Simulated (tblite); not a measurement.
# C4H11GeNS: the cost of one run

The runs use tblite 0.8.0 and PySCF 2.14.0, with density-fitted response routines of our own; the level of theory stands in each step. All values are computed, except where a source is named. Atoms are numbered from 0 throughout.

## 1. The starting structure

18 atoms, charge 0, multiplicity 1; geometry from: force field or distance geometry start.

Bonds of the start (Å): C0–C1 1.50, C1–C2 1.51, C2–C3 1.45, C3–S4 1.80, C2–N5 1.24, N5–Ge6 1.83, C0–H7 1.10, C0–H8 1.12, C0–H9 1.13, C1–H10 1.13, C1–H11 1.12, C3–H12 1.14, C3–H13 1.13, S4–H14 1.40, Ge6–H15 1.57, Ge6–H16 1.56, Ge6–H17 1.56.

## 2. Geometry optimisation with GFN2-xTB

Job settings and geometry (Å):

```
{"job": {"kind": "relax", "xc": "GFN2-xTB", "basis": "xTB"}, "charge": 0, "multiplicity": 1}
C     -1.697000     1.856800    -0.574800
C     -1.750000     0.381400    -0.284800
C     -0.344000    -0.120800    -0.033400
C     -0.160600    -1.524700     0.262700
S      1.530300    -2.065700     0.554200
N      0.593900     0.693500    -0.111000
Ge     2.369500     0.319500     0.139700
H     -1.913600     2.084800    -1.626500
H     -0.646800     2.180900    -0.347100
H     -2.361800     2.449800     0.119100
H     -2.387000     0.243100     0.633200
H     -2.170900    -0.184400    -1.158900
H     -0.810700    -1.863700     1.142100
H     -0.563100    -2.132300    -0.597100
H      1.486200    -3.270400     1.268100
H      3.111500     1.687600    -0.053900
H      2.733700    -0.103000     1.596800
H      2.971700    -0.626000    -0.939800
```

Run with:

```bash
$ OMP_NUM_THREADS=1 python probes_run.py task.json out
```

One launch serves the whole session: the jobs run in the order shown.

**Question.** How long does this first job take on 1 thread of Intel Xeon 6975P-C, shared host?

About 1.2 s.
